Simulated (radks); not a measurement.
# In²⁺ in [Kr] 4d10 6s1: an all-electron calculation

Wanted: eigenvalues, radial structure and energy terms of the indium ion In2+.

Program: radks (a radial shooting solver on a logarithmic mesh, Libxc functionals) version 1. Level of theory: Dirac Kohn-Sham, OLYP, spin-unpolarised, spherical densities, point nucleus. These are calculated values, not measurements, unless marked.

**1. Starting point**

- element: indium (Z = 49)
- charge: +2
- electrons: 47
- configuration: [Kr] 4d10 6s1

The outer shells:

In²⁺
```
[Kr] core
4d [↑↓][↑↓][↑↓][↑↓][↑↓]
6s [↑ ]
```

**2. The run**

The run's settings:

```text
Z 49
configuration [Kr] 4d10 6s1
relativity Dirac
functional optx,lyp
spin unpolarised
j_filling energy
nucleus point
c 137.035999084
```

Launch:

```console
$ python run_ks.py task.json out
```

The same process makes all the runs of this session.

**Question.** What will this run give?

**Answer**, as computed:

```
                        quantity                   value
                    total energy     -5884.09997 hartree
exchange-correlation share of it                  2.75 %
                            −T/E                  1.0508
          highest occupied level       6s1/2, -10.777 eV
    most extended occupied level  6s1/2, <r> = 4.99 bohr
 radius at density 0.001 e/bohr³               4.97 bohr
    maxima of the radial density                       5
```

The radial density shows 5 maxima for 5 occupied principal shells. −T/E is 1.051: with relativity the kinetic term as defined here no longer equals −E. This is not the tabulated ground configuration, so its levels and sizes aren't those of the ground state, and no measured value stands beside it.
